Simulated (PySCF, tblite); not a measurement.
# C8H8: vibronic structure

Aim: compute the vibronic structure of C8H8 (`C=CC1=CC(=C)C=C1`).

Programs: tblite 0.8.0 and PySCF 2.14.0, with routines of our own; each step states its level. All values are computed. Atoms count from 0.

### 1 The system as given

16 atoms, charge 0, multiplicity 1; geometry from: force field or distance geometry start.

### 2 Optimising the geometry with GFN2-xTB

What the job is given:

```
{"job": {"kind": "relax", "xc": "GFN2-xTB", "basis": "xTB"}, "charge": 0, "multiplicity": 1}
C      3.008500    -0.555900    -0.154600
C      1.980000    -0.011300     0.525000
C      0.609300    -0.028900     0.126800
C     -0.389400     0.538300     0.845400
C     -1.629900     0.328200     0.143000
C     -2.842600     0.735100     0.527200
C     -1.329700    -0.382700    -1.085600
C      0.002200    -0.589600    -1.079400
H      4.018100    -0.502500     0.233400
H      2.856000    -1.055200    -1.100700
H      2.203100     0.469100     1.481500
H     -0.299600     1.033900     1.803000
H     -2.982100     1.272000     1.473400
H     -3.716600     0.543200    -0.073000
H     -2.041300    -0.680600    -1.833200
H      0.546500    -1.104100    -1.843500
```

Run with:

```console
OMP_NUM_THREADS=1 python excited_run.py task.json out
```

This one command runs all jobs of the session in turn.

The log of the run:

```text
step      E/eV     max force
  0    -574.38603    1.381
  1    -574.41999    0.860
  2    -574.43229    0.303
  3    -574.43759    0.193
  4    -574.44241    0.166
  5    -574.44464    0.120
  6    -574.44575    0.106
  7    -574.44650    0.078
  8    -574.44720    0.065
  9    -574.44774    0.052
 10    -574.44804    0.050
 11    -574.44834    0.056
 12    -574.44873    0.058
 13    -574.44913    0.053
 14    -574.44944    0.040
 15    -574.44970    0.041
 16    -574.44998    0.057
 17    -574.45032    0.059
 18    -574.45063    0.051
 19    -574.45090    0.040
 20    -574.45116    0.036
 21    -574.45137    0.042
 22    -574.45151    0.034
 23    -574.45161    0.027
 24    -574.45173    0.028
 25    -574.45189    0.033
 26    -574.45201    0.028
 27    -574.45207    0.018
 28    -574.45209    0.014
 29    -574.45210    0.011
 30    -574.45211    0.009
```

Run time: 0.12 s. Hardware: 1 thread of Arm Neoverse V2, shared host.

Along the way:

| step | energy from step 0 (eV) | largest force (eV/Å) |
| --- | --- | --- |
| 0 | 0.0000 | 1.3811 |
| 1 | -0.0340 | 0.8598 |
| 2 | -0.0463 | 0.3031 |
| 3 | -0.0516 | 0.1934 |
| 4 | -0.0564 | 0.1656 |
| 5 | -0.0586 | 0.1198 |
| 6 | -0.0597 | 0.1060 |
| 7 | -0.0605 | 0.0784 |
| 8 | -0.0612 | 0.0648 |
| 9 | -0.0617 | 0.0518 |
| 10 | -0.0620 | 0.0496 |
| 11 | -0.0623 | 0.0556 |
| 12 | -0.0627 | 0.0576 |
| 13 | -0.0631 | 0.0535 |
| 14 | -0.0634 | 0.0396 |
| 15 | -0.0637 | 0.0405 |
| 16 | -0.0639 | 0.0566 |
| 17 | -0.0643 | 0.0595 |
| 18 | -0.0646 | 0.0510 |
| 19 | -0.0649 | 0.0399 |
| 20 | -0.0651 | 0.0357 |
| 21 | -0.0653 | 0.0417 |
| 22 | -0.0655 | 0.0345 |
| 23 | -0.0656 | 0.0270 |
| 24 | -0.0657 | 0.0280 |
| 25 | -0.0659 | 0.0335 |
| 26 | -0.0660 | 0.0280 |
| 27 | -0.0660 | 0.0180 |
| 28 | -0.0661 | 0.0137 |
| 29 | -0.0661 | 0.0110 |
| 30 | -0.0661 | 0.0093 |

Distances of close pairs at the start and the end, largest changes first:

```csv
bond,before (Å),after (Å),change (Å)
C5–H12,1.097,1.078,-0.019
C0–C1,1.348,1.331,-0.017
C1–C2,1.427,1.441,+0.014
C4–C6,1.451,1.464,+0.013
C3–C4,1.441,1.454,+0.013
C1–H10,1.093,1.084,-0.010
C3–H11,1.082,1.074,-0.008
C6–C7,1.348,1.340,-0.007
```

The final coordinates are the input of the step that follows.

### 3 Harmonic vibrations with GFN2-xTB

What the job is given:

```
{"job": {"kind": "ir", "xc": "GFN2-xTB", "basis": "xTB"}, "charge": 0, "multiplicity": 1}
C      2.988673    -0.566591    -0.178513
C      2.003896    -0.021008     0.530872
C      0.611872    -0.007344     0.158198
C     -0.402279     0.543722     0.872797
C     -1.648892     0.342726     0.152229
C     -2.870584     0.737276     0.523170
C     -1.287978    -0.382801    -1.066984
C      0.036808    -0.587073    -1.062410
H      4.010104    -0.540515     0.160347
H      2.814132    -1.057824    -1.120153
H      2.227591     0.463126     1.474049
H     -0.330895     1.050493     1.817036
H     -3.034833     1.269650     1.445540
H     -3.737819     0.538574    -0.084346
H     -1.998277    -0.682728    -1.815034
H      0.610882    -1.090738    -1.818209
```

The log of the run:

```text
mode    cm-1     km/mol
  1      69.9      0.44
  2     159.9      1.58
  3     196.2      0.67
  4     246.3      0.12
  5     330.1      0.16
  6     462.8      0.49
  7     477.3      0.94
  8     599.5      0.14
  9     603.9      0.67
 10     651.4      0.03
 11     682.8      0.13
 12     710.6      0.36
 13     797.1      6.10
 14     819.4     16.55
 15     858.5      0.03
 16     881.9     14.93
 17     895.4     21.15
 18     923.4      1.31
 19     937.5      1.38
 20     956.8      0.02
 21    1005.9     15.06
 22    1012.7      7.92
 23    1090.4      0.98
 24    1155.6      0.03
 25    1202.9      0.91
 26    1282.7      7.43
 27    1291.9      1.27
 28    1343.6     15.87
 29    1401.1      0.49
 30    1412.8      0.64
 31    1552.8      8.35
 32    1604.2      2.43
 33    1651.1      1.62
 34    1677.2      1.56
 35    3046.1     38.54
 36    3097.2      7.66
 37    3111.0     13.97
 38    3125.4     14.68
 39    3130.3     37.63
 40    3135.3     11.27
 41    3143.1     43.14
 42    3146.7     62.91
```

It took 0.35 s on 1 thread of Arm Neoverse V2, shared host.

The strongest bands and the atoms that carry them (share of the mass-weighted mode):

```csv
cm⁻¹,km/mol,atoms
819,16.6,"H14 42 %, H15 18 %, C6 14 %"
895,21.1,"H12 38 %, H13 36 %, C5 24 %"
1006,15.1,"H10 59 %, H9 32 %"
1344,15.9,"C2 47 %, C7 17 %"
3046,38.5,H10 92 %
3130,37.6,"H15 40 %, H14 27 %, H8 12 %, H9 11 %"
3143,43.1,H11 90 %
3147,62.9,"H15 45 %, H14 44 %"
```

### 4 Vibronic structure: TDDFT PBE0/def2-SVP

The job, as its differences from that of step 3:

```diff
@@ -1,2 +1,2 @@
-{"job": {"kind": "ir", "xc": "GFN2-xTB", "basis": "xTB"}, "charge": 0, "multiplicity": 1}
+{"job": {"kind": "vib", "xc": "PBE0", "basis": "def2-SVP", "tda": false}, "charge": 0, "multiplicity": 1}
 C      2.988673    -0.566591    -0.178513
```

Method: TDDFT PBE0/def2-SVP vertical-gradient vibronic structure (displaced harmonic oscillators, Condon), gas phase.

The log of the run:

```text
final grid: 61216 points
cycle   1  E = -308.9576474160  dE =  1.261e+00  |g| = 3.544e-01  |ddm| = 4.706e+00
cycle   2  E = -308.9587312420  dE = -1.084e-03  |g| = 3.601e-01  |ddm| = 9.757e-01
cycle   3  E = -308.9927607579  dE = -3.403e-02  |g| = 1.141e-01  |ddm| = 5.470e-01
cycle   4  E = -308.9961502196  dE = -3.389e-03  |g| = 3.326e-02  |ddm| = 1.482e-01
cycle   5  E = -308.9964075136  dE = -2.573e-04  |g| = 1.575e-02  |ddm| = 5.059e-02
cycle   6  E = -308.9964739100  dE = -6.640e-05  |g| = 2.165e-03  |ddm| = 1.929e-02
cycle   7  E = -308.9964750567  dE = -1.147e-06  |g| = 6.268e-04  |ddm| = 3.202e-03
cycle   8  E = -308.9964751540  dE = -9.727e-08  |g| = 2.458e-04  |ddm| = 9.997e-04
cycle   9  E = -308.9964751722  dE = -1.817e-08  |g| = 3.541e-05  |ddm| = 3.103e-04
cycle  10  E = -308.9964751725  dE = -3.092e-10  |g| = 1.557e-05  |ddm| = 5.593e-05
converged SCF energy = -308.9964751725

Singlet excitations (eV, f): 3.252 (0.0361)  4.690 (0.2564)  5.647 (0.7972)  6.024 (0.0275)  6.165 (0.0001)  6.430 (0.0001)

State S1  3.2520 eV  f = 0.03613  H->L 0.91
  relaxed dipole 2.270 D, largest gradient of the excitation energy 0.0862 Eh/bohr
  mode    cm-1        S   lambda/meV  Raman
   31   1552.8    1.3783     265.4   1.000
   11    682.8    1.4120     119.5   0.198
   28   1343.6    0.3055      50.9   0.166
   34   1677.2    0.1634      34.0   0.138
   20    956.8    0.2843      33.7   0.078
   33   1651.1    0.1524      31.2   0.125
   19    937.5    0.2343      27.2   0.062
   22   1012.7    0.1739      21.8   0.054
   18    923.4    0.1665      19.1   0.043
    8    599.5    0.2186      16.3   0.024
    3    196.2    0.6034      14.7   0.007
    6    462.8    0.2077      11.9   0.013
  reorganisation energy 0.6793 eV, total S 5.571, 0-0 2.5727 eV
  absorption maximum 3.161 eV, width 0.774 eV

State S2  4.6902 eV  f = 0.25637  H-1->L 0.75, H->L+1 0.14
  relaxed dipole 0.935 D, largest gradient of the excitation energy 0.0667 Eh/bohr
  mode    cm-1        S   lambda/meV  Raman
   31   1552.8    0.6380     122.8   1.000
   33   1651.1    0.4461      91.3   0.791
   32   1604.2    0.1115      22.2   0.187
   11    682.8    0.1820      15.4   0.055
    6    462.8    0.1280       7.3   0.018
    5    330.1    0.1446       5.9   0.010
   20    956.8    0.0419       5.0   0.025
   19    937.5    0.0399       4.6   0.023
   22   1012.7    0.0245       3.1   0.016
   24   1155.6    0.0204       2.9   0.018
   23   1090.4    0.0192       2.6   0.015
   27   1291.9    0.0136       2.2   0.015
  reorganisation energy 0.2943 eV, total S 1.872, 0-0 4.3959 eV
  absorption maximum 4.594 eV, width 0.428 eV

State S3  5.6472 eV  f = 0.79719  H->L+1 0.71, H-1->L 0.14
  relaxed dipole 3.838 D, largest gradient of the excitation energy 0.0606 Eh/bohr
  mode    cm-1        S   lambda/meV  Raman
   33   1651.1    0.6434     131.7   1.000
   31   1552.8    0.3800      73.2   0.522
   27   1291.9    0.1381      22.1   0.131
    3    196.2    0.9085      22.1   0.020
   11    682.8    0.1009       8.5   0.027
   26   1282.7    0.0452       7.2   0.042
   32   1604.2    0.0357       7.1   0.052
    8    599.5    0.0665       4.9   0.014
   34   1677.2    0.0230       4.8   0.037
   20    956.8    0.0375       4.4   0.020
    6    462.8    0.0606       3.5   0.007
   18    923.4    0.0248       2.8   0.012
  reorganisation energy 0.3048 eV, total S 2.575, 0-0 5.3423 eV
  absorption maximum 5.558 eV, width 0.466 eV

State T1  2.0390 eV  f = 0.00000  H->L 0.95
  relaxed dipole 1.453 D, largest gradient of the excitation energy 0.0922 Eh/bohr
  mode    cm-1        S   lambda/meV  Raman
   31   1552.8    1.3982     269.2   1.000
   11    682.8    1.1361      96.2   0.157
   33   1651.1    0.2203      45.1   0.178
   28   1343.6    0.2258      37.6   0.121
   20    956.8    0.2085      24.7   0.057
   22   1012.7    0.1446      18.2   0.044
   32   1604.2    0.0541      10.8   0.041
   26   1282.7    0.0526       8.4   0.026
   19    937.5    0.0560       6.5   0.015
   27   1291.9    0.0391       6.3   0.019
    3    196.2    0.2561       6.2   0.003
    6    462.8    0.1016       5.8   0.006
  reorganisation energy 0.5536 eV, total S 4.072, 0-0 1.4854 eV
  absorption maximum 1.961 eV, width 0.712 eV
```

Wall time 29 s (1 thread of Arm Neoverse V2, shared host); peak memory 0.79 GiB.

The fields below are evaluated on a grid from the run's orbitals.

Frontier orbitals at PBE0/def2-SVP, with the share of their density that lies nearest to each atom:

```csv
orbital,energy (eV),lies on
HOMO,-6.10,"C3 29 %; C0, C2, C6 about 15 % each"
LUMO,-1.97,"C5 24 %; C2, C3 about 12 % each; 4 C atoms about 8 % each"
```

ELF in a plane through or near 16 of the atoms.

Ten even steps from '0' (0.00) to '9' (1.00):
```
0000000000000000000000000000
0000000000000000000000000000
0000000000000000000000000000
0000000001000046200000000000
0000000189920599910054000000
0000000299950699910699700000
0000120089950499711999900000
0002995048742532522899700000
0007999461385833856447300000
0008999458683266648349950000
0003887325355722636589992000
0000017995027355692069991000
0000029996066842742008940000
0000029991399565498200100000
0000003610899714999800000000
0000000000899401999810000000
0000000000144000387100000000
0000000000000000000000000000
0000000000000000000000000000
0000000000000000000000000000
```
The map spans 13.3 Å across and 9.5 Å up, centred on the molecule. Atoms in the plane (x, y in Å): C0 (-3.0, 0.0), C1 (-1.9, 0.7), C2 (-0.6, 0.2), C3 (0.5, 1.0), C4 (1.7, 0.1), C5 (3.0, 0.4), C6 (1.1, -1.3), C7 (-0.2, -1.2), H8 (-4.0, 0.4), H9 (-3.0, -1.1), H10 (-2.0, 1.8), H11 (0.6, 2.0), H12 (3.3, 1.5), H13 (3.8, -0.3), H14 (1.7, -2.2), H15 (-0.9, -2.0).

log10 of the density (e/Å³) in the same plane.

Ten even steps from '0' (-4.0) to '9' (1.7):
```
0000000000000000000000000000
0000000000000000000000000000
0000000001110112110000000000
0000000122222233321111000000
0000001344433455432333210000
0000112356544566543444320000
0001233467755677654666431000
0012455567766677655676532000
0023566677877778766776532100
0023577877779777797887642100
0023467976667766787777643100
0012356776567777776556542100
0001245765467977975444432000
0000234554567777776433321000
0000023333566656676431100000
0000011222455444565421000000
0000000001233323343210000000
0000000000112111222100000000
0000000000000000000000000000
0000000000000000000000000000
```
The map spans 13.3 Å across and 9.5 Å up, centred on the molecule. Atoms in the plane (x, y in Å): C0 (-3.0, 0.0), C1 (-1.9, 0.7), C2 (-0.6, 0.2), C3 (0.5, 1.0), C4 (1.7, 0.1), C5 (3.0, 0.4), C6 (1.1, -1.3), C7 (-0.2, -1.2), H8 (-4.0, 0.4), H9 (-3.0, -1.1), H10 (-2.0, 1.8), H11 (0.6, 2.0), H12 (3.3, 1.5), H13 (3.8, -0.3), H14 (1.7, -2.2), H15 (-0.9, -2.0).

On the surface of density 0.002 e/bohr³ the electrostatic potential runs, from the 1st to the 99th percentile, from -0.77 V near C3 to 0.91 V near H13.

### 5 Outcome

| quantity | value |
| --- | --- |
| strongest single infrared mode (GFN2-xTB) | 3147 cm⁻¹, 63 km/mol |
| zero-point energy (GFN2-xTB) | 79.9 kcal/mol |
| S1: vertical, reorganisation, 0-0, total S (step 4, TDDFT PBE0/def2-SVP, modes from GFN2-xTB) | 3.25, 0.68, 2.57 eV; 5.6 |
| S2: vertical, reorganisation, 0-0, total S (step 4, TDDFT PBE0/def2-SVP, modes from GFN2-xTB) | 4.69, 0.29, 4.40 eV; 1.9 |
| S3: vertical, reorganisation, 0-0, total S (step 4, TDDFT PBE0/def2-SVP, modes from GFN2-xTB) | 5.65, 0.30, 5.34 eV; 2.6 |
| surface potential, 1st and 99th percentile | -0.77 V and 0.91 V |

**Reading.** No mode is imaginary among the 42: a minimum at this level. GFN2-xTB is a fitted tight-binding method: band positions and strengths are rough. Its intensities can rank the bands wrongly. The vibronic model keeps the ground-state modes (from xTB) and shifts them along the gradient alone, so it can miss much of the relaxation that a full optimisation finds. At PBE0/def2-SVP, counted by nearest atom on the grid, the HOMO lies on C3 29 %; C0, C2, C6 about 15 % each, the LUMO on C5 24 %; C2, C3 about 12 % each.
